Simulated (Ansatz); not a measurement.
**Tin, simple cubic under BLYP: structure, energy and stiffness**

The plan for tin in the simple cubic structure: relax it, solve it on a dense k-mesh, then scale the cell to 7 volumes from 88 to 112 % of the relaxed one and try a fit of the equation of state. Spin polarisation is left out. The k-meshes are 10×10×10 for the relaxation; 16×16×16 for the dense run; 16×16×16 for the volumes.

Program: Ansatz 0.2.0. Level of theory: DFT BLYP, plane waves (420 eV) with PAW, scalar-relativistic; PBE-made PAW files. These are calculated values, not measurements.

**1. Starting point**

It takes space group Pm-3m (No. 221, cubic). Conventional cell: a = 3.117 Å, b = 3.117 Å, c = 3.117 Å, α = 90.00°, β = 90.00°, γ = 90.00°. Sn (site symmetry m-3m) is surrounded by 6 Sn at 3.12 Å.

As a file:

```cif
data_structure
_symmetry_space_group_name_H-M 'P 1'
_symmetry_Int_Tables_number 1
_cell_length_a 3.1168
_cell_length_b 3.1168
_cell_length_c 3.1168
_cell_angle_alpha 90.000
_cell_angle_beta 90.000
_cell_angle_gamma 90.000
_cell_volume 30.28
loop_
_atom_site_label
_atom_site_type_symbol
_atom_site_fract_x
_atom_site_fract_y
_atom_site_fract_z
_atom_site_occupancy
Sn1 Sn 0.00000 0.00000 0.00000 1
```

**2. Geometry optimisation**

input.yaml reads:

```yaml
crystal:
  lattice:
    - [3.11678992, 0.0, 0.0]
    - [0.0, 3.11678992, 0.0]
    - [0.0, 0.0, 3.11678992]
  atoms:
    - { symbol: Sn, position: [0.0, 0.0, 0.0] }
hamiltonian:
  xc: blyp
  pseudopotentials:
    kind: paw
    azcp:
      Sn: "pseudopotentials/Sn.paw.azcp"
basis:
  ecutwfc: 420
  fft_grid_basis: typed
kpoints:
  mp_grid: { grid: [10, 10, 10], shift: [0, 0, 0] }
magnetization:
  spin_polarized: false
scf:
  occupations: { method: fermi_dirac, width: 0.1 }
relax:
  max_steps: 60
  f_tol: 0.01
  cell: {}
output:
  write_density: true
  write_potential: true
  elf: true
  volumetric_format: npy
```

After this run come: The energy on a finer k-mesh; Volume × 0.88; Volume × 0.92; Volume × 0.96; Volume × 1.0; Volume × 1.04; Volume × 1.08; Volume × 1.12.

Q: Predict the outcome of this session. Wanted: space group; conventional cell; volume; shortest distance; gap on the mesh; relative to alpha-Sn; highest ELF outside the cores; V₀, B₀, B₀′.

The runs gave:

```
                      quantity                               value
space group (spins left aside)                     Pm-3m (No. 221)
             conventional cell                         a = 3.174 Å
                        volume                      31.966 Å³/atom
             shortest distance                             3.174 Å
               gap on the mesh        none (levels filled in part)
relative to alpha-Sn (diamond)                       +197 meV/atom
 highest ELF outside the cores  0.49, 1.59 Å from the nearest atom
                   V₀, B₀, B₀′         32.109 Å³/atom, 35 GPa, 4.9
```

From the guessed start the volume grew by 5.6 % in 4 steps. It lies 197 meV/atom above the element's reference form at the same level (alpha-Sn (diamond), from a run of its own). No gap shows: it is a metal or semimetal at this level. B₀ comes out at 35 GPa. The symmetry was held, so the structure may be unstable against distortions that break it.
